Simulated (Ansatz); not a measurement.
**BH₉OSi₂: how energies converge with the basis set**

One table from this session's results is given with a row withheld; the runs are named, their logs left out.

Computed with Ansatz 0.2.0, Gaussian basis. Level: one geometry, several basis sets.

Plan: PBE0-D4/def2-SVP; ωB97M-V/def2-SVP; PBE0-D4/def2-QZVPP; ωB97M-V/def2-QZVPP; the functionals' def2-TZVPP values are taken from earlier runs.

## The geometry

All runs share one geometry, relaxed beforehand with PBE0-D4 in a triple-zeta def2 set.

SMILES `[BH3-][O+]([SiH3])[SiH3]`, 13 atoms, charge 0, spin multiplicity 1.

Atoms are counted from 1 here; the program's logs count them from 0.

Bond lengths: B1–O2 1.668 Å, B1–H5 1.212 Å, B1–H6 1.212 Å, B1–H7 1.204 Å, O2–Si3 1.686 Å, O2–Si4 1.686 Å, Si3–H8 1.484 Å, Si3–H9 1.477 Å, Si3–H10 1.475 Å, Si4–H11 1.477 Å, Si4–H12 1.484 Å, Si4–H13 1.475 Å. Angles: O2–B1–H5 102.9°, O2–B1–H6 102.9°, O2–B1–H7 104.7°, H5–B1–H6 113.7°, H5–B1–H7 115.2°, H6–B1–H7 115.2°, B1–O2–Si3 110.8°, B1–O2–Si4 110.7°, Si3–O2–Si4 136.0°, O2–Si3–H8 105.2°, O2–Si3–H9 109.2°, O2–Si3–H10 107.7°, H8–Si3–H9 110.4°, H8–Si3–H10 111.3°, H9–Si3–H10 112.7°, O2–Si4–H11 109.2°, O2–Si4–H12 105.2°, O2–Si4–H13 107.7° and more.

The first run:

in.yaml

```yaml
crystal:
  periodic: [false, false, false]
  atoms:
    - {symbol: B, position_ang: [0.074874, 1.365135, -0.721342]}
    - {symbol: O, position_ang: [0.146299, -0.140240, -0.007308]}
    - {symbol: Si, position_ang: [0.660040, -0.018140, 1.594066]}
    - {symbol: Si, position_ang: [-0.694113, -1.275726, -0.927962]}
    - {symbol: H, position_ang: [-0.919512, 1.289778, -1.410696]}
    - {symbol: H, position_ang: [-0.044604, 2.109582, 0.227850]}
    - {symbol: H, position_ang: [1.111076, 1.465898, -1.325348]}
    - {symbol: H, position_ang: [0.857278, -1.417078, 2.048238]}
    - {symbol: H, position_ang: [-0.393438, 0.639441, 2.394111]}
    - {symbol: H, position_ang: [1.930042, 0.731417, 1.600673]}
    - {symbol: H, position_ang: [-2.140409, -0.982892, -0.860121]}
    - {symbol: H, position_ang: [-0.401372, -2.585122, -0.293850]}
    - {symbol: H, position_ang: [-0.165860, -1.216852, -2.303511]}
basis:
  gaussian: {orbitals: def2-SVP}
hamiltonian: {xc: pbe0, dispersion: d4}
output: {orbitals: {seedname: orbitals}}
```

Among the steps run: PBE0-D4 in def2-SVP; ωB97M-V in def2-SVP; PBE0-D4 in def2-QZVPP; ωB97M-V in def2-QZVPP.

One table of the session follows, with a row left open; its other results are not shown here.

It belongs to the step «Functionals by basis». 

| functional | basis | HOMO (eV) |
| --- | --- | --- |
| PBE0-D4 | def2-SVP | -8.11 |
| PBE0-D4 | def2-TZVPP | -8.23 |
| PBE0-D4 | def2-QZVPP | -8.25 |
| ωB97M-V | def2-SVP | ? |
| ωB97M-V | def2-TZVPP | -10.62 |
| ωB97M-V | def2-QZVPP | -10.62 |

Q: Estimate the row for ωB97M-V, def2-SVP from the others.

**Answer.** HOMO (eV): -10.43. In the column «HOMO (eV)» it lies between ωB97M-V, def2-QZVPP (-10.62) and PBE0-D4, def2-QZVPP (-8.25).
